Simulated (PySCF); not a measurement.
**CH7ClSi2 (SMILES [SiH3]C[SiH2]Cl) at B2PLYP/6-311+G(d,p)**

Aim: the vertical singlet–triplet gap of CH7ClSi2 at B2PLYP/6-311+G**, from 2 runs. 

The calculation is run with PySCF 2.14.0.

**1. The molecule**

CH7ClSi2: 11 atoms, total charge 0, spin state singlet. As SMILES, `[SiH3]C[SiH2]Cl`. Geometry: relaxed at PBE0-D4/def2-TZVP. This is one conformer, not always the lowest.

Bond lengths: Si1–C2 1.877 Å, C2–Si3 1.856 Å, Si3–Cl4 2.062 Å, Si1–H5 1.486 Å, Si1–H6 1.487 Å, Si1–H7 1.487 Å, C2–H8 1.095 Å, C2–H9 1.095 Å, Si3–H10 1.483 Å, Si3–H11 1.483 Å. Some angles: Si1–C2–Si3 114.4°, C2–Si3–Cl4 110.3°, Si1–C2–H8 108.8°, Si1–C2–H9 108.8°, Si3–C2–H8 108.7°, Si3–C2–H9 108.7°, C2–Si1–H5 110.5°, C2–Si1–H6 110.2°, C2–Si1–H7 110.2°, C2–Si3–H10 111.0°.

**2. A single-point energy at B2PLYP/6-311+G(d,p)**

Input file input.py:

```python
from pyscf import gto, dft, mp

mol = gto.Mole()
mol.atom = '''
Si   1.006300   1.285600  -0.182900
C   -0.570400   0.282700  -0.356100
Si  -0.499800  -1.397400   0.429000
Cl  -2.287500  -2.388300   0.158700
H    0.854300   2.610700  -0.838800
H    1.323900   1.497600   1.254200
H    2.143300   0.566700  -0.816300
H   -1.397400   0.844300   0.091100
H   -0.797200   0.162700  -1.420800
H    0.561500  -2.228800  -0.187700
H   -0.271500  -1.292800   1.890200
'''
mol.charge = 0
mol.max_memory = 1860
mol.basis = '6-311+g**'
mol.verbose = 3
mol.spin = 0
mol.build()

mf = dft.RKS(mol, xc='0.53*HF + 0.47*B88, 0.73*LYP')
mf.grids.level = 4
mf.conv_tol = 1e-10
mf.kernel()
if not mf.converged:
    mf = mf.newton().run(mf.mo_coeff, mf.mo_occ)

pt = mp.MP2(mf, frozen=16).run()
etot = mf.e_tot + 0.27 * pt.e_corr
print('PT2 part  %.8f' % (0.27 * pt.e_corr))
print('E = %.10f Eh' % etot)
```

The run is started by

```bash
$ OMP_NUM_THREADS=1 python input.py
```

What it wrote:

```text
converged SCF energy = -1080.96666614564
E(RMP2) = -1081.57849259563  E_corr = -0.611826449993038
E(SCS-RMP2) = -1081.58796657999  E_corr = -0.621300434355512
PT2 part  -0.16519314
E = -1081.1318592871 Eh
```

It took 57 s on 1 thread of Arm Neoverse N1, shared host; peak memory 1.1 GiB.

**3. The triplet at the same level**

Input file job.py:

```python
from pyscf import gto, dft, mp

system = gto.M(
    atom='''
Si     1.901631     2.429432    -0.345631
C     -1.077900     0.534226    -0.672931
Si    -0.944485    -2.640703     0.810693
Cl    -4.322749    -4.513233     0.299900
H      1.614393     4.933508    -1.585102
H      2.501808     2.830054     2.370095
H      4.050250     1.070908    -1.542583
H     -2.640703     1.595496     0.172154
H     -1.506490     0.307458    -2.684923
H      1.061081    -4.211822    -0.354702
H     -0.513061    -2.443038     3.571960
''',
    unit='bohr',
    basis='6-311+g**',
    max_memory=1860,
    charge=0,
    spin=2,
    verbose=4,
)

calc0 = dft.UKS(system)
calc0.xc = '0.53*HF + 0.47*B88, 0.73*LYP'
calc0.grids.level = 4
calc0.conv_tol = 1e-10
calc0.kernel()
if not calc0.converged:
    calc0 = calc0.newton().run(calc0.mo_coeff, calc0.mo_occ)

pt = mp.MP2(calc0, frozen=16).run()
etot = calc0.e_tot + 0.27 * pt.e_corr
print('PT2 part  %.8f' % (0.27 * pt.e_corr))
print('Final energy', etot)
```

The run is started by

```bash
$ OMP_NUM_THREADS=1 python job.py
```

What it wrote:

```text
PySCF version 2.14.0

[... 62 lines left out ...]
[... the frontier-level lines of each cycle are left out ...]
[... 11 lines left out ...]
[... 11 lines left out ...]
[... 11 lines left out ...]
[... 11 lines left out ...]
[... 11 lines left out ...]
[... 11 lines left out ...]
[... 11 lines left out ...]
[... 11 lines left out ...]
[... 11 lines left out ...]
[... 11 lines left out ...]
[... 3 lines left out ...]


cycle= 22 E= -1080.69311611556  delta_E= -1.14e-09  |g|= 4.85e-06  |ddm|= 0.0019


cycle= 23 E= -1080.69311611618  delta_E= -6.18e-10  |g|= 2.73e-06  |ddm|= 0.00149


cycle= 24 E= -1080.69311611639  delta_E= -2.08e-10  |g|= 1.52e-06  |ddm|= 0.00134


cycle= 25 E= -1080.69311611642  delta_E= -3.37e-11  |g|= 8.91e-07  |ddm|= 0.000394


Extra cycle  E= -1080.69311611643  delta_E= -4.55e-12  |g|= 7.11e-07  |ddm|= 0.000112
converged SCF energy = -1080.69311611643  <S^2> = 2.0132523  2S+1 = 3.0088219

******** <class 'pyscf.mp.ump2.UMP2'> ********
nocc = (np.int64(14), np.int64(12)), nmo = (138, 138)
frozen orbitals 16
E(UMP2) = -1081.34072308488  E_corr = -0.647606968452504
E(SCS-UMP2) = -1081.34254562739  E_corr = -0.649429510964879
E_corr(same-spin) = -0.147344828282453
E_corr(oppo-spin) = -0.500262140170051
PT2 part  -0.17485388
Final energy -1080.8679699979089
```

Wall time 4.2 min (1 thread of Arm Neoverse N1, shared host); peak memory 1.2 GiB.

**4. Results**

At B2PLYP/6-311+G**, 16 core orbitals frozen:

| quantity | value |
| --- | --- |
| singlet: total energy | -1081.13186 Eh |
| singlet: dipole moment (SCF part) | 1.72 D |
| singlet: HOMO energy (SCF part's orbitals) | -9.85 eV |
| singlet: LUMO energy (SCF part's orbitals) | 0.45 eV |
| singlet: HOMO–LUMO gap (SCF part's orbitals) | 10.30 eV |
| triplet: total energy | -1080.86797 Eh |
| triplet: dipole moment (SCF part) | 2.47 D |
| triplet: HOMO energy (SCF part's orbitals) (highest over α and β) | -2.41 eV |
| triplet: ⟨S²⟩ | 2.013 |
| vertical energy of the triplet above the singlet | 7.181 eV |

**Reading.** At this shape the triplet lies 7.18 eV (166 kcal/mol) above the singlet. Mulliken charges (triplet) run from -0.75 on C2 to +0.74 on Si1; in a basis this large or diffuse they mean little.
